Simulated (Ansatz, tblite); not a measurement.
# The cluster HfAg12: one state, many levels

Aim: run the singlet of the cluster HfAg12 at one geometry on many levels, and compare frontier levels, spin and run time.

Method: as each input shows; program: Ansatz 0.2.0, Gaussian basis.

Plan: GFN1-xTB, PBE-D4/def2-TZVP, r2SCAN-D4/def2-TZVP, HSE06-D4/def2-TZVP, PBE-D4/def2-SVP, PBE0-D4/def2-SVP, MP2/def2-TZVP, RPA/def2-TZVP.

4 further runs of the same task are left out: 4 set aside as unsound or not needed.

### Step 1. The relaxed structure

The geometry is that of the singlet, from an earlier relaxation (r2SCAN-D4/def2-SVP). At that level it is the lowest of the isomers that a small search found.

13 atoms, charge 0, spin multiplicity 1.

Bond lengths: Hf1–Ag2 2.995 Å, Hf1–Ag3 2.984 Å, Hf1–Ag4 2.917 Å, Hf1–Ag5 2.853 Å, Hf1–Ag6 2.894 Å, Hf1–Ag7 2.967 Å, Hf1–Ag8 2.842 Å, Hf1–Ag9 2.873 Å, Hf1–Ag10 2.940 Å, Hf1–Ag11 2.927 Å, Hf1–Ag12 2.869 Å, Hf1–Ag13 2.877 Å, Ag2–Ag3 2.790 Å, Ag2–Ag5 2.848 Å, Ag2–Ag6 2.817 Å, Ag2–Ag7 2.766 Å, Ag2–Ag12 2.773 Å, Ag3–Ag5 2.876 Å and more. Angles: Ag2–Hf1–Ag3 55.6°, Ag2–Hf1–Ag4 99.2°, Ag2–Hf1–Ag5 58.2°, Ag2–Hf1–Ag6 57.1°, Ag2–Hf1–Ag7 55.3°, Ag2–Hf1–Ag8 104.3°, Ag2–Hf1–Ag9 102.4°, Ag2–Hf1–Ag10 149.2°, Ag2–Hf1–Ag11 153.9°, Ag2–Hf1–Ag12 56.4°, Ag2–Hf1–Ag13 102.6°, Ag3–Hf1–Ag4 154.8°, Ag3–Hf1–Ag5 59.0°, Ag3–Hf1–Ag6 102.1°, Ag3–Hf1–Ag7 55.4°, Ag3–Hf1–Ag8 105.0°, Ag3–Hf1–Ag9 57.7°, Ag3–Hf1–Ag10 147.7° and more.

Ag, Hf take a core potential in the def2 sets. No spin-orbit coupling is included.

PBE0-D4/def2-TZVP was run before; its log isn't repeated, and its numbers join the tables.

### Step 2. GFN1-xTB

Tight binding, by tblite at 300 K electronic temperature and without a spin-polarisation term:

```python
tblite.interface.Calculator('GFN1-xTB', numbers, positions, charge=0, uhf=0).singlepoint()
```

Energy -1289.9618 eV, HOMO -8.64 eV, LUMO -8.40 eV; 0.081 s.

### Step 3. PBE-D4/def2-TZVP

start.molden holds the orbitals of an earlier run on this state, given as this run's starting guess.

in.yaml reads:

```yaml
crystal:
  periodic: [false, false, false]
  atoms:
    - {symbol: Hf, position_ang: [-0.202292, 0.172874, 0.326870]}
    - {symbol: Ag, position_ang: [2.063710, -1.786157, 0.326195]}
    - {symbol: Ag, position_ang: [-0.392676, -2.622603, -0.698362]}
    - {symbol: Ag, position_ang: [1.180014, 2.486742, 1.443022]}
    - {symbol: Ag, position_ang: [-0.140226, -2.053846, 2.109840]}
    - {symbol: Ag, position_ang: [2.502851, 0.900303, -0.398295]}
    - {symbol: Ag, position_ang: [1.166817, -0.826301, -2.107974]}
    - {symbol: Ag, position_ang: [0.250999, 1.772085, -1.977909]}
    - {symbol: Ag, position_ang: [-1.583280, -0.478144, -2.106426]}
    - {symbol: Ag, position_ang: [-1.135922, 2.955205, 0.149259]}
    - {symbol: Ag, position_ang: [-2.957432, 1.004464, -0.204575]}
    - {symbol: Ag, position_ang: [1.744517, -0.005121, 2.426935]}
    - {symbol: Ag, position_ang: [-2.497099, -1.519501, 0.711410]}
basis:
  gaussian: {orbitals: def2-TZVP, fitting: {mean_field: def2-universal-jkfit}, initial_orbitals: start.molden}
hamiltonian: {xc: pbe, dispersion: d4}
scf: {omitted_lower_state_checks: [starts]}
output: {forces: true, orbitals: {seedname: orbitals}}
```

On the command line:

```sh
ansatz run in.yaml --threads 2 --pin off --events-out ev --progress --plain --max-ram 32768MiB --backend cuda --devices 0, --max-vram 18GiB
```

After this run come: r2SCAN-D4/def2-TZVP; HSE06-D4/def2-TZVP; PBE-D4/def2-SVP; PBE0-D4/def2-SVP; MP2/def2-TZVP; RPA/def2-TZVP.

Q: Predict the results of all the runs planned. Wanted: gap in def2-TZVP, named functionals, smallest and largest; correlation energy, MP2/def2-TZVP; binding an atom, functionals in def2-TZVP; PBE0 total energy, smallest basis above largest.

As calculated:

| quantity | value |
| --- | --- |
| gap in def2-TZVP, named functionals, smallest and largest | 0.89 eV (PBE-D4), 1.99 eV (PBE0-D4) |
| correlation energy, MP2/def2-TZVP | -180.62 eV |
| binding an atom, functionals in def2-TZVP | 2.01 (HSE06-D4) to 2.24 eV (r2SCAN-D4) |
| PBE0 total energy, smallest basis above largest | 12.64 eV (def2-SVP, def2-TZVP) |

Orbital gaps of the named functionals in def2-TZVP span 0.89 eV (PBE-D4) to 1.99 eV (PBE0-D4); exact exchange widens it.
